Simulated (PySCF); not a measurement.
**A gas-phase reaction: Cl2H2SSi + BrH → BrCl2HSi + H2S**

Wanted: the reaction energy for `S[SiH](Cl)Cl` + `Br` → `Cl[SiH](Cl)Br` + `S`.

Computed with PySCF 2.14.0; each step states its level. No surroundings beyond the atoms listed, unless a continuum is named. Atoms count from 0, parts from 1.

## Step 1: The system as given

Each species was relaxed by itself at PBE0-D3(BJ)/def2-SVPD.

## Step 2: Energies of the species: wB97M-D3(BJ)/def2-TZVPD

Job settings and geometry (Å):

```
{"job": {"kind": "react", "xc": "wB97M-D3(BJ)", "basis": "def2-TZVPD"}, "charge": 0, "multiplicity": 1}
-1 Cl2H2SSi charge 0 multiplicity 1
S     -1.287200    -1.215750     0.206870
Si     0.326010     0.152500    -0.007460
Cl    -0.350390     2.082620    -0.295860
Cl     1.378160     0.043800     1.758250
H     -1.822490    -0.893600    -0.994860
H      1.235090    -0.159920    -1.131700

-1 BrH charge 0 multiplicity 1
Br     0.714970     0.007700    -0.001160
H     -0.708720    -0.004500     0.000220

+1 BrCl2HSi charge 0 multiplicity 1
Cl    -0.968920    -1.644530    -0.704130
Si    -0.038260    -0.006150     0.114050
Cl    -0.896690     1.697200    -0.648360
Br     2.104630    -0.043800    -0.394640
H     -0.209450    -0.026460     1.579910

+1 H2S charge 0 multiplicity 1
S     -0.007280     0.615420     0.001380
H     -0.981140    -0.319480     0.001880
H      0.968620    -0.317310    -0.005770
```

With the program's defaults for keys left out, this is: wB97M-D3(BJ)/def2-TZVPD reaction energy of separated species, gas phase.

Command:

```sh
$ OMP_NUM_THREADS=1 python cluster_run.py task.json out
```

One launch serves the whole session: the jobs run in the order shown.

The log of the run:

```text
species 1 (Cl2H2SSi)
coarse grid: 30304 points
cycle   1  E = -1609.5925208244  dE =  3.195e-01  |g| = 4.602e-01  |ddm| = 1.918e+00
cycle   2  E = -1609.6160836565  dE = -2.356e-02  |g| = 4.231e-01  |ddm| = 7.271e-01
cycle   3  E = -1609.6599158118  dE = -4.383e-02  |g| = 2.882e-02  |ddm| = 3.418e-01
cycle   4  E = -1609.6601866208  dE = -2.708e-04  |g| = 9.728e-03  |ddm| = 3.842e-02
cycle   5  E = -1609.6602303921  dE = -4.377e-05  |g| = 3.846e-03  |ddm| = 1.622e-02
cycle   6  E = -1609.6602366281  dE = -6.236e-06  |g| = 7.204e-04  |ddm| = 5.564e-03
final grid: 57912 points
cycle   7  E = -1609.6602289385  dE = -3.486e-07  |g| = 3.745e-04  |ddm| = 2.659e-03
cycle   8  E = -1609.6602289875  dE = -4.897e-08  |g| = 2.175e-04  |ddm| = 6.376e-04
cycle   9  E = -1609.6602290008  dE = -1.339e-08  |g| = 5.079e-05  |ddm| = 1.983e-04
cycle  10  E = -1609.6602290035  dE = -2.651e-09  |g| = 1.637e-05  |ddm| = 1.539e-04
cycle  11  E = -1609.6602290036  dE = -1.151e-10  |g| = 4.317e-06  |ddm| = 2.486e-05
converged SCF energy = -1609.6602290036

species 2 (BrH)
coarse grid: 9808 points
cycle   1  E = -2574.7444819271  dE = -1.115e+00  |g| = 2.814e-01  |ddm| = 9.887e-01
cycle   2  E = -2574.7574488871  dE = -1.297e-02  |g| = 1.487e-01  |ddm| = 2.655e-01
cycle   3  E = -2574.7608846528  dE = -3.436e-03  |g| = 8.656e-03  |ddm| = 8.708e-02
cycle   4  E = -2574.7609220173  dE = -3.736e-05  |g| = 2.523e-03  |ddm| = 1.268e-02
cycle   5  E = -2574.7609264476  dE = -4.430e-06  |g| = 6.498e-04  |ddm| = 4.934e-03
final grid: 18448 points
cycle   6  E = -2574.7609111332  dE = -1.922e-07  |g| = 3.885e-04  |ddm| = 9.239e-04
cycle   7  E = -2574.7609111609  dE = -2.762e-08  |g| = 2.730e-04  |ddm| = 3.937e-04
cycle   8  E = -2574.7609111679  dE = -7.073e-09  |g| = 3.378e-05  |ddm| = 1.359e-04
cycle   9  E = -2574.7609111690  dE = -1.033e-09  |g| = 1.120e-05  |ddm| = 6.292e-05
cycle  10  E = -2574.7609111690  dE = -5.502e-11  |g| = 1.703e-06  |ddm| = 1.292e-05
converged SCF energy = -2574.7609111690

species 3 (BrCl2HSi)
coarse grid: 28848 points
cycle   1  E = -3784.9134441286  dE = -6.580e-01  |g| = 5.141e-01  |ddm| = 1.919e+00
cycle   2  E = -3784.9311867760  dE = -1.774e-02  |g| = 4.701e-01  |ddm| = 7.838e-01
cycle   3  E = -3784.9837821092  dE = -5.260e-02  |g| = 4.129e-02  |ddm| = 3.754e-01
cycle   4  E = -3784.9840116963  dE = -2.296e-04  |g| = 1.280e-02  |ddm| = 3.294e-02
cycle   5  E = -3784.9840523232  dE = -4.063e-05  |g| = 3.702e-03  |ddm| = 1.712e-02
cycle   6  E = -3784.9840573662  dE = -5.043e-06  |g| = 7.534e-04  |ddm| = 5.783e-03
final grid: 53864 points
cycle   7  E = -3784.9839204689  dE = -3.207e-07  |g| = 5.009e-04  |ddm| = 2.085e-03
cycle   8  E = -3784.9839205196  dE = -5.076e-08  |g| = 3.831e-04  |ddm| = 6.858e-04
cycle   9  E = -3784.9839205382  dE = -1.858e-08  |g| = 5.213e-05  |ddm| = 2.449e-04
cycle  10  E = -3784.9839205415  dE = -3.313e-09  |g| = 1.769e-05  |ddm| = 1.566e-04
cycle  11  E = -3784.9839205417  dE = -1.619e-10  |g| = 4.407e-06  |ddm| = 3.870e-05
converged SCF energy = -3784.9839205417

species 4 (H2S)
coarse grid: 11264 points
cycle   1  E = -399.4336013781  dE = -1.424e-01  |g| = 1.945e-01  |ddm| = 1.016e+00
cycle   2  E = -399.4459454074  dE = -1.234e-02  |g| = 1.106e-01  |ddm| = 2.399e-01
cycle   3  E = -399.4491447503  dE = -3.199e-03  |g| = 1.578e-02  |ddm| = 9.278e-02
cycle   4  E = -399.4492190923  dE = -7.434e-05  |g| = 4.851e-03  |ddm| = 1.790e-02
cycle   5  E = -399.4492313295  dE = -1.224e-05  |g| = 9.336e-04  |ddm| = 7.536e-03
cycle   6  E = -399.4492320607  dE = -7.312e-07  |g| = 1.776e-04  |ddm| = 2.124e-03
final grid: 22496 points
cycle   7  E = -399.4492196550  dE = -2.322e-08  |g| = 1.134e-04  |ddm| = 6.062e-04
cycle   8  E = -399.4492196579  dE = -2.968e-09  |g| = 6.804e-05  |ddm| = 1.498e-04
cycle   9  E = -399.4492196587  dE = -7.674e-10  |g| = 8.727e-06  |ddm| = 5.990e-05
converged SCF energy = -399.4492196587

Reaction energy = -7.170 kcal/mol
```

Run time: 22 s. Hardware: 1 thread of Arm Neoverse V2, shared host; peak memory 0.72 GiB.

Species by species (with the dispersion term, which the log's SCF energies lack):

```tsv
ν	species	energy (Eh)	HOMO (eV)
-1	S[SiH](Cl)Cl	-1609.66850	-10.41
-1	Br	-2574.76148	-11.15
+1	Cl[SiH](Cl)Br	-3784.99084	-11.25
+1	S	-399.45056	-9.89
```

## Step 3: Reaction energy: PBE0-D3(BJ)/def2-TZVPD

Settings changed since step 2:

```diff
@@ -1,2 +1,2 @@
-{"job": {"kind": "react", "xc": "wB97M-D3(BJ)", "basis": "def2-TZVPD"}, "charge": 0, "multiplicity": 1}
+{"job": {"kind": "react", "xc": "PBE0", "basis": "def2-TZVPD", "disp": "d3bj"}, "charge": 0, "multiplicity": 1}
 -1 Cl2H2SSi charge 0 multiplicity 1
```

With the program's defaults for keys left out, this is: PBE0-D3(BJ)/def2-TZVPD reaction energy of separated species, gas phase.

The log of the run:

```text
species 1 (Cl2H2SSi)
coarse grid: 7736 points
cycle   1  E = -1608.8750506253  dE =  2.990e-01  |g| = 3.626e-01  |ddm| = 1.962e+00
cycle   2  E = -1608.8550753953  dE =  1.998e-02  |g| = 4.632e-01  |ddm| = 7.076e-01
cycle   3  E = -1608.9099142412  dE = -5.484e-02  |g| = 5.499e-02  |ddm| = 3.994e-01
cycle   4  E = -1608.9105702130  dE = -6.560e-04  |g| = 2.063e-02  |ddm| = 5.083e-02
cycle   5  E = -1608.9106812210  dE = -1.110e-04  |g| = 3.379e-03  |ddm| = 1.795e-02
cycle   6  E = -1608.9106838820  dE = -2.661e-06  |g| = 1.395e-03  |ddm| = 3.403e-03
final grid: 57912 points
cycle   7  E = -1608.9128847525  dE = -1.859e-05  |g| = 5.683e-03  |ddm| = 2.926e-02
cycle   8  E = -1608.9128842375  dE =  5.150e-07  |g| = 5.024e-03  |ddm| = 8.831e-03
cycle   9  E = -1608.9128895197  dE = -5.282e-06  |g| = 4.815e-04  |ddm| = 5.073e-03
cycle  10  E = -1608.9128895964  dE = -7.673e-08  |g| = 8.384e-05  |ddm| = 5.049e-04
cycle  11  E = -1608.9128895982  dE = -1.769e-09  |g| = 2.138e-05  |ddm| = 7.079e-05
cycle  12  E = -1608.9128895983  dE = -1.082e-10  |g| = 7.119e-06  |ddm| = 2.094e-05
converged SCF energy = -1608.9128895983

species 2 (BrH)
coarse grid: 9808 points
cycle   1  E = -2574.4494537304  dE = -1.081e+00  |g| = 2.724e-01  |ddm| = 1.042e+00
cycle   2  E = -2574.4540919705  dE = -4.638e-03  |g| = 1.699e-01  |ddm| = 2.601e-01
cycle   3  E = -2574.4588662247  dE = -4.774e-03  |g| = 3.007e-02  |ddm| = 1.194e-01
cycle   4  E = -2574.4590976974  dE = -2.315e-04  |g| = 4.156e-03  |ddm| = 2.212e-02
cycle   5  E = -2574.4591016998  dE = -4.002e-06  |g| = 1.311e-03  |ddm| = 4.270e-03
final grid: 18448 points
cycle   6  E = -2574.4591028204  dE = -7.032e-08  |g| = 1.375e-03  |ddm| = 2.024e-03
cycle   7  E = -2574.4591028347  dE = -1.433e-08  |g| = 1.399e-03  |ddm| = 1.791e-03
cycle   8  E = -2574.4591030556  dE = -2.209e-07  |g| = 5.149e-05  |ddm| = 8.398e-04
cycle   9  E = -2574.4591030563  dE = -6.744e-10  |g| = 1.026e-05  |ddm| = 4.413e-05
converged SCF energy = -2574.4591030563

species 3 (BrCl2HSi)
coarse grid: 28848 points
cycle   1  E = -3784.0849552373  dE = -6.938e-01  |g| = 4.302e-01  |ddm| = 1.984e+00
cycle   2  E = -3784.0600558571  dE =  2.490e-02  |g| = 5.007e-01  |ddm| = 7.199e-01
cycle   3  E = -3784.1190715198  dE = -5.902e-02  |g| = 9.540e-02  |ddm| = 4.418e-01
cycle   4  E = -3784.1209090583  dE = -1.838e-03  |g| = 1.583e-02  |ddm| = 6.498e-02
cycle   5  E = -3784.1209579687  dE = -4.891e-05  |g| = 4.623e-03  |ddm| = 1.648e-02
cycle   6  E = -3784.1209630326  dE = -5.064e-06  |g| = 1.069e-03  |ddm| = 5.248e-03
final grid: 53864 points
cycle   7  E = -3784.1209057289  dE =  1.960e-08  |g| = 1.205e-03  |ddm| = 2.103e-03
cycle   8  E = -3784.1209056299  dE =  9.905e-08  |g| = 1.432e-03  |ddm| = 2.082e-03
cycle   9  E = -3784.1209060662  dE = -4.363e-07  |g| = 8.838e-05  |ddm| = 1.101e-03
cycle  10  E = -3784.1209060680  dE = -1.793e-09  |g| = 2.701e-05  |ddm| = 8.805e-05
cycle  11  E = -3784.1209060682  dE = -1.992e-10  |g| = 1.842e-06  |ddm| = 1.847e-05
converged SCF energy = -3784.1209060682

species 4 (H2S)
coarse grid: 2864 points
cycle   1  E = -399.2518633963  dE = -9.250e-02  |g| = 1.630e-01  |ddm| = 1.023e+00
cycle   2  E = -399.2538576244  dE = -1.994e-03  |g| = 1.600e-01  |ddm| = 2.978e-01
cycle   3  E = -399.2614718179  dE = -7.614e-03  |g| = 1.497e-02  |ddm| = 1.477e-01
cycle   4  E = -399.2614864299  dE = -1.461e-05  |g| = 1.103e-03  |ddm| = 5.881e-03
cycle   5  E = -399.2614868102  dE = -3.804e-07  |g| = 6.136e-04  |ddm| = 1.717e-03
final grid: 22496 points
cycle   6  E = -399.2625175072  dE = -7.085e-06  |g| = 4.896e-03  |ddm| = 1.692e-02
cycle   7  E = -399.2625181399  dE = -6.328e-07  |g| = 3.960e-03  |ddm| = 6.698e-03
cycle   8  E = -399.2625210724  dE = -2.933e-06  |g| = 2.911e-04  |ddm| = 3.504e-03
cycle   9  E = -399.2625211002  dE = -2.777e-08  |g| = 3.582e-05  |ddm| = 2.357e-04
cycle  10  E = -399.2625211006  dE = -3.616e-10  |g| = 6.382e-06  |ddm| = 2.918e-05
converged SCF energy = -399.2625211006

Reaction energy = -6.968 kcal/mol
```

Run time: 12 s. Hardware: 1 thread of Arm Neoverse V2, shared host; peak memory 0.63 GiB.

Reaction energy at this level: -6.97 kcal/mol.

## Step 4: Side by side

Energies in kcal/mol, with wall time:

```tsv
run	reaction	time
wB97M-D3(BJ)/def2-TZVPD	-7.17	22 s
PBE0-D3(BJ)/def2-TZVPD	-6.97	12 s
```

## Step 5: What came out

| quantity | value |
| --- | --- |
| reaction energy (wB97M-D3(BJ)/def2-TZVPD) | -7.17 kcal/mol |
| ΔH, ΔG at 298 K (xTB thermal terms) | -6.7, -6.9 kcal/mol |
| range of the reaction energy over the runs of this table | -7.17 to -6.97 kcal/mol |

**Reading.** The reaction is exothermic by 6.7 kcal/mol in the gas phase; dispersion gives +0.36, and xTB itself gave -12.51 for the electronic energy (xTB energies and thermal terms come from the earlier relaxation of each species, not shown). No barrier was sought. The reaction energy runs from -7.17 (wB97M-D3(BJ)/def2-TZVPD) to -6.97 kcal/mol (PBE0-D3(BJ)/def2-TZVPD).
